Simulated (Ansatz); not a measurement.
Crystal: NbCd3.

```
Cd Nb
1.0
     4.21500    0.00000    0.00000
     0.00000    4.21500    0.00000
     0.00000    0.00000    4.21500
Cd Nb
3 1
Direct
  0.50000 0.50000 0.00000
  0.50000 0.00000 0.50000
  0.00000 0.50000 0.50000
  0.00000 0.00000 0.00000
```

Base run:

```yaml
Program: Ansatz 0.2.0
Functional: PBEsol
Potentials_or_basis: all-electron LAPW, scalar-relativistic
Cutoff: 207 eV (chosen from the basis error)
Basis_error_allowed: 0.002 eV/atom
k_mesh: 6 × 6 × 6
Occupations: fermi-dirac, width 0.05 eV
Spin: no spin polarisation
```

Its results: pressure 1.4 GPa.

Task: The run is repeated on the same cell with these changes: functional from PBEsol to PBE. What comes out?

Result: Pressure 7.2 GPa.

PBE binds less tightly than PBEsol, so the same cell stands under more pressure.
